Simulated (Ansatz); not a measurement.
Run this with the Python package of Ansatz (0.2.0) and show what comes out.

The script reads `input.yaml`:
```yaml
crystal:
  lattice:
    - [4.77405, 0.0, 0.0]
    - [0.0, 4.77405, 0.0]
    - [0.0, 0.0, 4.77405]
  atoms:
    - { symbol: La, position: [0.0, 0.0, 0.0] }
    - { symbol: In, position: [0.5, 0.0, 0.5] }
    - { symbol: In, position: [0.0, 0.5, 0.5] }
    - { symbol: In, position: [0.5, 0.5, 0.0] }
kpoints:
  mp_grid: { kspacing: 0.3 }
hamiltonian:
  xc: lda
scf:
  occupations: { method: gaussian, width: 0.15 }
  n_extra_bands: 8
  convergence: { dr2_threshold: 0.0001 }
basis:
  ecutwfc: "510 eV"
output:
  forces: true
  stress: true
  eigenvalues: true
```

`yaml_run_lain3.py`
```python
"""Run a YAML input for LaIn3 from Python."""

import ansatz as az


def main() -> None:
    out = az.Session.from_deck("input.yaml").plan(threads=1).execute()
    r = out.report

    for key in ("converged", "n_iterations", "n_electrons", "n_kpoints", "n_pw", "n_symmetry_ops", "free_energy_ev", "fermi_energy_ev"):
        print(f"{key:18s} {r[key]}")

    gap = None if "band_edges_ev" not in r else r["band_edges_ev"][1] - r["band_edges_ev"][0]
    print("gap on the k mesh:", "withheld (metal, or smearing too wide to tell)" if gap is None else f"{gap:.3f} eV")
    print("lowest empty less highest filled band, by band count:", round(r["gap_by_band_count_ev"], 3), "eV")

    fermi = r["fermi_energy_ev"]
    print("levels less the Fermi level (eV) at the first k-points")
    for k, levels in list(zip(r["kpoints_frac"], r["eigenvalues_ev"]))[:4]:
        print("k = ({:.3f}, {:.3f}, {:.3f})".format(*k))
        print("   ", " ".join(f"{e - fermi:.3f}" for e in levels))


if __name__ == "__main__":
    main()
```

```console
$ python yaml_run_lain3.py
DeckWarning: scf.convergence.dr2_threshold = 1e-4 eV is looser than this run's default, which is 1e-7 eV or tighter. The error in the forces grows as the threshold's square root, so leave the key out unless less accurate forces are enough
DeckWarning: output.stress: scf.convergence.dr2_threshold = 1e-4 eV is looser than the 4e-10 eV advised for a printed stress (1e-10 eV for each atom of the cell: 4). What an SCF threshold leaves in a [...]
converged          True
n_iterations       6
n_electrons        50.0
n_kpoints          10
n_pw               2897
n_symmetry_ops     48
free_energy_ev     -22449.70086785834
fermi_energy_ev    10.600258006321452
gap on the k mesh: withheld (metal, or smearing too wide to tell)
lowest empty less highest filled band, by band count: -1.123 eV
levels less the Fermi level (eV) at the first k-points
k = (0.000, 0.000, 0.000)
    -32.457 -16.144 -16.144 -16.144 -14.277 -14.277 -14.277 -14.262 -14.133 -14.133 -14.037 -14.037 -14.037 -13.949 -13.949 -13.832 -13.807 -13.807 -13.807 -8.276 -2.899 -2.899 -0.836 -0.836 -0.836 1.594 1.594 1.594 2.092 2.333 2.333 2.333 2.408
k = (0.000, 0.000, 0.200)
    -32.456 -16.212 -16.163 -16.163 -14.268 -14.229 -14.229 -14.223 -14.116 -14.106 -14.045 -14.010 -14.010 -13.967 -13.948 -13.854 -13.852 -13.852 -13.806 -7.943 -3.932 -2.681 -0.916 -0.916 -0.107 0.878 1.328 1.328 2.083 2.183 2.183 2.302 2.437
k = (0.000, 0.000, 0.400)
    -32.454 -16.317 -16.194 -16.194 -14.252 -14.139 -14.111 -14.111 -14.090 -14.062 -14.044 -14.022 -13.976 -13.976 -13.957 -13.957 -13.951 -13.902 -13.806 -7.031 -5.535 -2.084 -1.121 -1.121 -0.496 1.275 1.288 1.288 2.071 2.161 2.161 2.249 2.450
k = (0.000, 0.200, 0.200)
    -32.455 -16.239 -16.196 -16.181 -14.230 -14.228 -14.219 -14.171 -14.100 -14.074 -14.021 -14.010 -14.005 -13.976 -13.957 -13.906 -13.864 -13.847 -13.839 -7.630 -3.883 -3.563 -0.899 -0.855 0.076 0.812 0.851 1.517 2.060 2.136 2.189 2.194 2.403
```
(Warnings from the package without file and line, shortened, repeats left out.)

Caveats:
- The settings weren't tested for convergence.
- The computed bands are complete only to about 2.2 eV above the Fermi level.
- Only differences from the Fermi energy are physical; the zero of the scale is a convention.
- A gap by band count of zero or less means overlapping bands, a metal.
- The structure comes from a database of computed cells and needn't be a stable or known phase.
- Levels are Kohn-Sham eigenvalues on this mesh, without spin-orbit coupling.
- Wall time of the script: 2.7 s on 1 thread of Arm Neoverse V2 (shared host), peak memory 0.42 GiB.

(Lines on the test bed's own set-up are left out of the output.)
